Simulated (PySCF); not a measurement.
# C₅H₁₃O₂P: magnetic properties

Aim: compute the magnetic properties of C₅H₁₃O₂P (`CC[C@@H](C)[P@@](C)(=O)O`).

Programs: PySCF 2.14.0, with routines of our own; each step states its level. All values are computed. Atoms count from 0.

### 1 The starting structure

21 atoms, charge 0, multiplicity 1; geometry from: GFN2-xTB.

### 2 Magnetic properties: GIAO CAM-B3LYP/pcSseg-1

The job: settings as JSON, then the geometry in Å.

```
{"job": {"kind": "mag", "xc": "CAM-B3LYP", "basis": "pcSseg-1", "isotopologues": 2}, "charge": 0, "multiplicity": 1}
C      1.499281     1.876139    -0.196305
C      1.328263     0.559425     0.548725
C      0.639348    -0.514456    -0.289399
C      0.620609    -1.853628     0.435178
P     -1.076194    -0.013248    -0.769503
C     -2.057005     0.231760     0.759452
O     -1.199840     1.068992    -1.756532
O     -1.687230    -1.384398    -1.379876
H      2.112580     1.733797    -1.083061
H      1.983591     2.612328     0.441948
H      0.536243     2.265642    -0.511960
H      2.311217     0.183627     0.850090
H      0.751055     0.727478     1.461664
H      1.167370    -0.620556    -1.244970
H      0.044465    -2.585023    -0.125157
H      1.634861    -2.229962     0.558550
H      0.176885    -1.746672     1.422518
H     -2.056743    -0.659543     1.377027
H     -3.073139     0.462703     0.447920
H     -1.661127     1.076872     1.313954
H     -2.003410    -1.174335    -2.260736
```

Level: GIAO CAM-B3LYP/pcSseg-1 magnetisability, rotational g tensor and spin-rotation constants, non-relativistic, gas phase.

Launch:

```console
> OMP_NUM_THREADS=1 python excited_run.py task.json out
```

One launch serves the whole session: the jobs run in the order shown.

The log of the run:

```text
coarse grid: 17288 points
cycle   1  E = -689.7044395049  dE =  1.303e+00  |g| = 1.104e+00  |ddm| = 3.955e+00
cycle   2  E = -689.4792157761  dE =  2.252e-01  |g| = 1.586e+00  |ddm| = 2.377e+00
cycle   3  E = -689.9240255395  dE = -4.448e-01  |g| = 1.967e-01  |ddm| = 1.597e+00
cycle   4  E = -689.9307266453  dE = -6.701e-03  |g| = 6.901e-02  |ddm| = 1.856e-01
cycle   5  E = -689.9314721979  dE = -7.456e-04  |g| = 1.808e-02  |ddm| = 5.131e-02
cycle   6  E = -689.9315379785  dE = -6.578e-05  |g| = 3.275e-03  |ddm| = 1.529e-02
cycle   7  E = -689.9315404593  dE = -2.481e-06  |g| = 5.920e-04  |ddm| = 3.369e-03
final grid: 160224 points
cycle   8  E = -690.0153651853  dE = -3.940e-05  |g| = 4.996e-03  |ddm| = 1.982e-02
cycle   9  E = -690.0153649528  dE =  2.325e-07  |g| = 5.266e-03  |ddm| = 7.830e-03
cycle  10  E = -690.0153709853  dE = -6.033e-06  |g| = 1.014e-03  |ddm| = 4.425e-03
cycle  11  E = -690.0153711547  dE = -1.694e-07  |g| = 2.105e-04  |ddm| = 8.800e-04
cycle  12  E = -690.0153711631  dE = -8.402e-09  |g| = 6.638e-05  |ddm| = 2.352e-04
cycle  13  E = -690.0153711639  dE = -7.908e-10  |g| = 2.026e-05  |ddm| = 6.919e-05
converged SCF energy = -690.0153711639

Magnetisability tensor (1e-30 J/T^2)
    -1509.97      -17.04       10.35
      -17.04    -1592.80       33.85
       10.35       33.85    -1544.25
isotropic -1549.01   principal values   -1613.98  -1526.96  -1506.07
isotropic susceptibility -93.283 1e-6 cm^3/mol

Inertial axes            a          b          c
rot. const./GHz      2.0961     1.4554     1.1593
chi total           -91.645    -95.991    -92.213
chi diamagnetic    -729.136   -976.420  -1190.190
chi paramagnetic    637.491    880.429   1097.977
quadrupole/D A        5.226    -10.595      5.369
g nuclear            0.6125     0.6008     0.5898
g electronic        -0.6278    -0.6020    -0.5980
g total             -0.0152    -0.0012    -0.0082

Spin-rotation constants (kHz, H = +C I.J)
atom  isotope        aa         bb         cc
  4    31P        3.911      2.188      2.118
  8     1H       -0.222     -0.166      0.022
  9     1H       -0.035     -0.150     -0.093
 10     1H       -0.071     -0.061     -0.119
 11     1H       -0.050     -0.089     -0.125
 12     1H       -0.216     -0.181      0.030
 13     1H       -0.220     -0.186      0.037
 14     1H       -0.029     -0.122     -0.106
 15     1H       -0.084     -0.090     -0.117
 16     1H       -0.258     -0.155      0.018
 17     1H       -0.252     -0.001     -0.103
 18     1H       -0.050     -0.132     -0.110
 19     1H       -0.094     -0.146     -0.076
 20     1H       -0.149     -0.130     -0.087
  0    13C*       0.307      0.197      0.162
  1    13C*       0.342      0.231      0.193
  2    13C*       0.384      0.290      0.207
  3    13C*       0.304      0.193      0.181
  5    13C*       0.304      0.207      0.145
  6    17O*      -0.276     -0.354     -0.203
  7    17O*      -0.318     -0.162     -0.185
* in the singly substituted isotopologue

Isotopologues: g along a, b, c
2H    at 8,9,10,11,12,1    -0.0125    -0.0013    -0.0070
13C   at 0                 -0.0150    -0.0013    -0.0080
```

It took 62 s on 1 thread of Arm Neoverse V1, shared host; peak memory 1.1 GiB.

In short:

| quantity | value |
| --- | --- |
| magnetisability | -1549·10⁻³⁰ J/T² |
| molar susceptibility | -93.3·10⁻⁶ cm³/mol |
| rotational g (a, b, c) | -0.0152, -0.0012, -0.0082 |

### 3 Magnetic properties: GIAO BP86/ANO-RCC-VDZP in water

The job, as its differences from that of step 2:

```diff
@@ -1,2 +1,2 @@
-{"job": {"kind": "mag", "xc": "CAM-B3LYP", "basis": "pcSseg-1", "isotopologues": 2}, "charge": 0, "multiplicity": 1}
+{"job": {"kind": "mag", "xc": "BP86", "basis": "ANO-RCC-VDZP", "scf": {"guess": "huckel"}, "solvent": "water"}, "charge": 0, "multiplicity": 1}
 C      1.499281     1.876139    -0.196305
```

Level: GIAO BP86/ANO-RCC-VDZP magnetisability, non-relativistic, IEF-PCM water.

The log of the run:

```text
final grid: 160224 points
cycle   1  E = -677.3630064179  dE =  9.259e+00  |g| = 6.436e+00  |ddm| = 9.443e+00
cycle   2  E = -647.9427773880  dE =  2.942e+01  |g| = 8.666e+00  |ddm| = 2.883e+01
cycle   3  E = -689.1573921770  dE = -4.121e+01  |g| = 2.005e+00  |ddm| = 2.780e+01
cycle   4  E = -687.3837820321  dE =  1.774e+00  |g| = 3.431e+00  |ddm| = 5.354e+00
cycle   5  E = -690.1261723163  dE = -2.742e+00  |g| = 5.969e-01  |ddm| = 3.908e+00
cycle   6  E = -690.1273072760  dE = -1.135e-03  |g| = 6.275e-01  |ddm| = 1.066e+00
cycle   7  E = -690.2044806217  dE = -7.717e-02  |g| = 1.367e-01  |ddm| = 4.759e-01
cycle   8  E = -690.2072616842  dE = -2.781e-03  |g| = 7.429e-02  |ddm| = 1.199e-01
cycle   9  E = -690.2083818472  dE = -1.120e-03  |g| = 2.115e-02  |ddm| = 7.196e-02
cycle  10  E = -690.2084805427  dE = -9.870e-05  |g| = 3.443e-03  |ddm| = 2.225e-02
cycle  11  E = -690.2084827810  dE = -2.238e-06  |g| = 2.049e-03  |ddm| = 5.897e-03
cycle  12  E = -690.2084837804  dE = -9.994e-07  |g| = 3.999e-04  |ddm| = 2.200e-03
cycle  13  E = -690.2084837599  dE =  2.053e-08  |g| = 6.617e-05  |ddm| = 4.918e-04
cycle  14  E = -690.2084837607  dE = -8.879e-10  |g| = 2.653e-05  |ddm| = 8.029e-05
converged SCF energy = -690.2084837607

Magnetisability tensor (1e-30 J/T^2)
    -1478.19      -17.19        8.87
      -17.19    -1563.03       36.82
        8.87       36.82    -1507.78
isotropic -1516.33   principal values   -1584.94  -1489.38  -1474.68
isotropic susceptibility -91.316 1e-6 cm^3/mol

Inertial axes            a          b          c
rot. const./GHz      2.0961     1.4554     1.1593
chi total           -89.734    -94.267    -89.947
chi diamagnetic    -727.276   -973.628  -1188.790
chi paramagnetic    637.543    879.362   1098.844
quadrupole/D A        5.493    -11.910      6.418
```

Run time: 86 s. Hardware: 1 thread of Arm Neoverse V1, shared host; peak memory 1.1 GiB.

From this job:

| quantity | value |
| --- | --- |
| magnetisability | -1516·10⁻³⁰ J/T² |
| molar susceptibility | -91.3·10⁻⁶ cm³/mol |

### 4 What came out

| quantity | value |
| --- | --- |
| magnetisability (step 2, GIAO CAM-B3LYP/pcSseg-1) | -1549·10⁻³⁰ J/T² |
| molar susceptibility (step 2, GIAO CAM-B3LYP/pcSseg-1) | -93.3·10⁻⁶ cm³/mol |
| rotational g (a, b, c) (step 2, GIAO CAM-B3LYP/pcSseg-1) | -0.0152, -0.0012, -0.0082 |

The values above hold for this geometry and these levels alone. Vibrational averaging and real surroundings are missing from these values.
